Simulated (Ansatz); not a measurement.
**C2H4OSe: basis-set convergence**

Aim: see how fast density functionals converge with the basis set for C2H4OSe.

Program: Ansatz 0.2.0, Gaussian basis. Level of theory: one geometry, several basis sets. These are calculated values, not measurements.

The runs, in order: PBE0-D4/def2-SVP; ωB97M-V/def2-SVP; PBE0-D4/def2-QZVPP; ωB97M-V/def2-QZVPP; the functionals' def2-TZVPP values are taken from earlier runs.

### Step 1. The geometry

The geometry comes from an earlier relaxation with PBE0-D4 in a triple-zeta def2 set; it is a stationary point, not always the lowest conformer.

SMILES `CC(=O)[SeH]`, 8 atoms, charge 0, spin multiplicity 1.

Atoms are counted from 1 here; the program's logs count them from 0.

Bond lengths: C1–C2 1.500 Å, C1–H5 1.090 Å, C1–H6 1.092 Å, C1–H7 1.092 Å, C2–O3 1.192 Å, C2–Se4 1.953 Å, Se4–H8 1.469 Å. Angles: C2–C1–H5 109.1°, C2–C1–H6 110.0°, C2–C1–H7 110.0°, H5–C1–H6 110.0°, H5–C1–H7 110.0°, H6–C1–H7 107.8°, C1–C2–O3 124.9°, C1–C2–Se4 116.4°, O3–C2–Se4 118.7°, C2–Se4–H8 95.8°.

### Step 2. PBE0-D4 in def2-SVP

Contents of in.yaml:

```yaml
crystal:
  periodic: [false, false, false]
  atoms:
    - {symbol: C, position_ang: [0.458039, 0.732878, 0.034697]}
    - {symbol: C, position_ang: [0.073022, -0.534002, -0.670417]}
    - {symbol: O, position_ang: [0.490008, -0.877860, -1.733059]}
    - {symbol: Se, position_ang: [-1.210136, -1.683284, 0.249866]}
    - {symbol: H, position_ang: [1.171204, 1.280219, -0.581113]}
    - {symbol: H, position_ang: [-0.428677, 1.344428, 0.212788]}
    - {symbol: H, position_ang: [0.903587, 0.500001, 1.003893]}
    - {symbol: H, position_ang: [-1.364847, -0.819381, 1.427444]}
basis:
  gaussian: {orbitals: def2-SVP}
hamiltonian: {xc: pbe0, dispersion: d4}
output: {orbitals: {seedname: orbitals}}
```

Started as:

```
$ ansatz run in.yaml --threads 2 --pin off --events-out ev --progress --plain --max-ram 4352MiB
```

The runs that follow: ωB97M-V in def2-SVP; PBE0-D4 in def2-QZVPP; ωB97M-V in def2-QZVPP.

Q: Predict the results of all the runs planned. Wanted: PBE0-D4: double and triple zeta above quadruple; ωB97M-V: double and triple zeta above quadruple.

**Answer**, as computed:

| quantity | value |
| --- | --- |
| PBE0-D4: double and triple zeta above quadruple | 14.43, 1.61 eV |
| ωB97M-V: double and triple zeta above quadruple | 14.54, 1.56 eV |

What this shows: For PBE0-D4 the step from double to triple zeta gains 12.82 eV and the next only 1.61 eV. Total energies overstate the basis error of differences, where much of it tends to cancel.
